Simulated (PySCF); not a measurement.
# C5H9BO2: the cost of one run

The runs use PySCF 2.14.0, with density-fitted response routines of our own; the level of theory stands in each step. All values are computed, except where a source is named. Atoms are numbered from 0 throughout.

### 1 The molecule as given

17 atoms, charge 0, multiplicity 1; geometry from: GFN2-xTB.

Bonds of the start (Å): C0–C1 1.53, C1–C2 1.45, C2–C3 1.20, C3–B4 1.53, B4–O5 1.36, B4–O6 1.36, O6–C7 1.40, C0–H8 1.09, C0–H9 1.09, C0–H10 1.09, C1–H11 1.09, C1–H12 1.09, O5–H13 0.96, C7–H14 1.10, C7–H15 1.10, C7–H16 1.09.

### 2 TDDFT and polarisability: CAM-B3LYP/def2-SVPD

What the job is given:

```
{"job": {"kind": "uv", "xc": "CAM-B3LYP", "basis": "def2-SVPD", "nstates": 8, "ntriplets": 3}, "charge": 0, "multiplicity": 1}
C     -2.915621    -1.690875    -0.597142
C     -2.757626    -0.296527     0.010234
C     -1.372909     0.130831     0.013106
C     -0.214082     0.459717     0.007066
B      1.240441     0.919365     0.030544
O      1.539707     2.070245     0.686380
O      2.150815     0.134351    -0.612704
C      3.521818     0.434358    -0.672736
H     -3.959219    -1.997524    -0.566745
H     -2.321931    -2.413295    -0.042093
H     -2.579775    -1.694777    -1.631431
H     -3.126145    -0.295575     1.040666
H     -3.347209     0.427916    -0.559802
H      2.462956     2.323434     0.683243
H      3.701613     1.368452    -1.217478
H      3.960423     0.515825     0.328819
H      4.009746    -0.383890    -1.203931
```

With the program's defaults for keys left out, this is: TDDFT CAM-B3LYP/def2-SVPD, vertical, gas phase, core orbitals frozen in the response.

On the command line:

```
> OMP_NUM_THREADS=1 python probes_run.py task.json out
```

This one command runs all jobs of the session in turn.

Q: Estimate the wall time and peak memory of this job on 1 thread of Arm Neoverse N1, shared host.

About 1.7 min, with a peak of 1.1 GiB.
